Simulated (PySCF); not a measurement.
# C6H11ClO: the cost of one run

Computed with PySCF 2.14.0 and routines of our own; the level stands in each step. Atoms count from 0.

## 1. The system as given

19 atoms, charge 0, multiplicity 1; geometry from: GFN2-xTB.

## 2. Circular dichroism and optical rotation: TDDFT CAM-B3LYP/def2-SVPD

Job settings and geometry (Å):

```
{"job": {"kind": "ecd", "xc": "CAM-B3LYP", "basis": "def2-SVPD", "nstates": 8}, "charge": 0, "multiplicity": 1}
C      2.197026    -0.072494    -0.075270
C      0.724429     0.020547     0.307776
C     -0.036499    -1.263144    -0.030278
C     -1.507715    -1.105863     0.353309
O     -2.105809    -0.008208    -0.299281
C     -1.470000     1.202083     0.003708
C      0.016963     1.201097    -0.361260
Cl     0.170764     1.111032    -2.140422
H      2.714710     0.850994     0.173955
H      2.669058    -0.891862     0.461415
H      2.302278    -0.250515    -1.141954
H      0.654474     0.194306     1.389763
H      0.036702    -1.451705    -1.102277
H      0.392642    -2.111181     0.503918
H     -1.595194    -0.980456     1.445440
H     -2.087721    -1.978411     0.047306
H     -2.005259     1.971727    -0.556563
H     -1.554356     1.420924     1.082831
H      0.473705     2.150384    -0.069577
```

With the program's defaults for keys left out, this is: TDDFT CAM-B3LYP/def2-SVPD circular dichroism and optical rotation, one conformer, gas phase.

The run is started by

```sh
> OMP_NUM_THREADS=1 python excited_run.py task.json out
```

The driver reads the jobs from task.json and runs them one after another.

Q: Estimate the wall time and peak memory of this first job on 1 thread of AMD EPYC 9R45, shared host.

About 64 s, with a peak of 1.1 GiB.
